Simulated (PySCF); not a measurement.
# As4H12Pt ([Pt(AsH3)4]2+): the cost of one run

Computed with PySCF 2.14.0 and routines of our own; the level stands in each step. Atoms count from 0.

### 1 The system as given

17 atoms, charge 2, states of the metal's open shell are computed; geometry from: model geometry, bond lengths from ionic radii.

### 2 Ligand-field states: state-averaged CASSCF

What the job is given:

```
{"job": {"kind": "lf", "basis": {"metal": "x2c-TZVPall", "ligand": "x2c-SVPall"}, "nevpt": true}, "charge": 2, "metal": "Pt", "open_shell": "d8"}
Pt     0.000000     0.000000     0.000000
As     1.466469     1.466469     1.466470
H      1.368503     1.368503     2.970101
H      2.970100     1.368503     1.368504
H      1.368503     2.970100     1.368504
As    -1.466469    -1.466469     1.466470
H     -1.368503    -1.368503     2.970101
H     -2.970100    -1.368503     1.368504
H     -1.368503    -2.970100     1.368504
As    -1.466469     1.466469    -1.466470
H     -1.368503     1.368503    -2.970101
H     -2.970100     1.368503    -1.368504
H     -1.368503     2.970100    -1.368504
As     1.466469    -1.466469    -1.466470
H      1.368503    -1.368503    -2.970101
H      2.970100    -1.368503    -1.368504
H      1.368503    -2.970100    -1.368504
```

Level: state-averaged CASSCF of the metal d shell, SC-NEVPT2 on the averaged canonical orbitals, state-interaction spin-orbit coupling.

Launch:

```sh
> OMP_NUM_THREADS=1 python lf_run.py task.json out
```

The driver reads the jobs from task.json and runs them one after another.

Q: Estimate the wall time and peak memory of this first job on 1 thread of Arm Neoverse N1, shared host.

About 4 min, with a peak of 1 GiB.
